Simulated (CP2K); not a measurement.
The system is WS.

```
W S
1.0
     3.00789    0.00000    0.00000
     0.00000    3.00789    0.00000
     0.00000    0.00000    3.00789
W S
1 1
Cartesian
  1.5039 1.5039 1.5039
  0.0000 0.0000 0.0000
```

The cell was built by a generator and needn't be a form met in nature.

| Item | Value |
| --- | --- |
| Program | CP2K 2026.2 |
| Task | relaxation of cell and atoms |
| Functional | revPBE |
| Dispersion | D3(BJ)+ATM |
| Potentials or basis | POTENTIAL_UZH W GTH-PBE-q14, S GTH-PBE-q6; DZVP-MOLOPT-PBE-GTH basis |
| Density cutoff | 6123 eV |
| k mesh | 7 × 7 × 7 |
| Occupations | fermi-dirac, width 0.05 eV |
| Spin | no spin polarisation |

At the start: pressure -12.6 GPa; volume 13.61 Å³/atom.

Q: Where does the relaxation end?

A: Over 6 steps the energy falls by 28.8 meV/atom and the volume is 12.91 Å³/atom (-5.1 %); space group Pm-3m (No. 221, to 0.05 Å).

The path:
```tsv
step	energy change (eV)	largest force (eV/Å)	volume (Å³)
1	0.0000	0.0001	27.21
2	-0.0147	0.0001	27.01
3	-0.0571	0.0001	25.70
4	-0.0576	0.0001	25.83
5	-0.0576	0.0001	25.82
6	-0.0576	0.0001	25.82
```

Final structure:
```cif
data_structure
_symmetry_space_group_name_H-M 'P 1'
_symmetry_Int_Tables_number 1
_cell_length_a 2.9556
_cell_length_b 2.9556
_cell_length_c 2.9556
_cell_angle_alpha 90.000
_cell_angle_beta 90.000
_cell_angle_gamma 90.000
_cell_volume 25.82
loop_
_atom_site_label
_atom_site_type_symbol
_atom_site_fract_x
_atom_site_fract_y
_atom_site_fract_z
_atom_site_occupancy
W1 W 0.50000 0.50000 0.50000 1
S1 S 0.00000 0.00000 0.00000 1
```

Caveat: the potentials were made for another functional, which shifts forces and pressure; the basis of atomic orbitals isn't converged, which shifts pressures, moduli and gaps; pairwise dispersion overbinds metals, which lowers pressure and volume.
